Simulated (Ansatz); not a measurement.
Predict the output of the script below (the Python package of Ansatz (0.2.0)).

`input.yaml`
```yaml
crystal:
  periodic: [false, false, false]
  atoms:
    - { symbol: O, position_ang: [-1.6077, 0.4188, 1.0691] }
    - { symbol: Si, position_ang: [-0.199, -0.3183, 1.1457] }
    - { symbol: C, position_ang: [0.7346, -0.1012, -0.4014] }
    - { symbol: C, position_ang: [0.3247, -0.0422, -1.6214] }
    - { symbol: Cl, position_ang: [1.2271, 0.1425, -3.0313] }
    - { symbol: H, position_ang: [-1.6265, 1.4385, 1.1954] }
    - { symbol: H, position_ang: [0.5813, 0.2772, 2.28] }
    - { symbol: H, position_ang: [-0.392, -1.735, 1.3986] }
    - { symbol: H, position_ang: [1.8414, -0.002, -0.1933] }
    - { symbol: H, position_ang: [-0.8008, -0.1294, -1.8384] }
basis:
  gaussian: { orbitals: def2-SVP }
hamiltonian:
  xc: { name: B97 }
accuracy: medium
scf:
  lower_state_search: light
```

`deck.py`
```python
'''C2H5ClOSi through the session interface.'''

import ansatz as az


def main() -> None:
    session = az.Session.from_deck('input.yaml')
    summary = session.plan(threads=1).execute().report

    for key in ('converged', 'free_energy_ev', 'reference_energy_ev', 'n_frozen', 'n_occupied', 'n_virtual'):
        print(f'{key:22s} {summary[key]}')
    symbols = ['O', 'Si', 'C', 'C', 'Cl', 'H', 'H', 'H', 'H', 'H']


if __name__ == '__main__':
    main()
```

```console
$ python deck.py
converged              True
free_energy_ev         -24588.939319054873
reference_energy_ev    -24588.939319054873
n_frozen               0
n_occupied             [28, 28]
n_virtual              [75, 75]
```

Reading the output:
- These settings explore the input space; basis and method may be short of convergence.
- The geometry is a force-field or estimated start, not a minimum of this method, and the basis set is short of its limit.
- Finished in 8.4 s on 1 thread of Arm Neoverse V1, with other jobs on the host, peak memory 0.28 GiB.
